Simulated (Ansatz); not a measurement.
# Al2Ru: the cost of one run

Computed with Ansatz 0.2.0 (DFT r²SCAN, with the methods named in each step, unless a step's input says otherwise).

## 1. The starting structure

Symmetry: I4/mmm, No. 139, tetragonal system. Conventional cell: a = 3.121 Å, b = 3.121 Å, c = 8.444 Å, α = 90.00°, β = 90.00°, γ = 90.00°. Around Al (site symmetry 4mm) lie 5 Ru at 2.58 to 2.88 Å and 5 Al at 2.69 Å. Ru (site symmetry 4/mmm) is surrounded by 10 Al at 2.58 to 2.88 Å.

Structure file:

```
CELL_PARAMETERS angstrom
-1.56042 1.56042 4.22181
1.56042 -1.56042 4.22181
1.56042 1.56042 -4.22181
ATOMIC_POSITIONS crystal
Al 0.65920 0.65920 0.00000
Al 0.34080 0.34080 0.00000
Ru 0.00000 0.00000 0.00000
```

Atoms are numbered in the order of the input: Al1, Al2, Ru3.

## 2. Cell and atoms relaxed, PAW

Input file input.yaml:

```yaml
crystal:
  lattice:
    - [-1.56042162, 1.56042162, 4.22180559]
    - [1.56042162, -1.56042162, 4.22180559]
    - [1.56042162, 1.56042162, -4.22180559]
  atoms:
    - { symbol: Al, position: [0.65920219, 0.65920219, 0.0] }
    - { symbol: Al, position: [0.34079781, 0.34079781, 0.0] }
    - { symbol: Ru, position: [0.0, 0.0, 0.0] }
kpoints:
  mp_grid: { grid: [16, 16, 16] }
scf:
  occupations: { method: fermi_dirac, width: 0.05 }
hamiltonian:
  xc: r2scan
  pseudopotentials: { kind: paw }
output:
  forces: true
  stress: true
relax:
  f_tol: 0.005
  max_steps: 50
  cell: {}
```

On the command line:

```
$ ansatz run input.yaml --threads 1 --pin off --max-ram 3072MiB --backend cpu --events-out ev --progress --plain --runs-dir out
```

What time and memory should one allow on 1 thread of Intel Xeon Platinum 8375C at 2.90GHz (Ice Lake), shared host?

About 80 s, with a peak of 0.71 GiB.
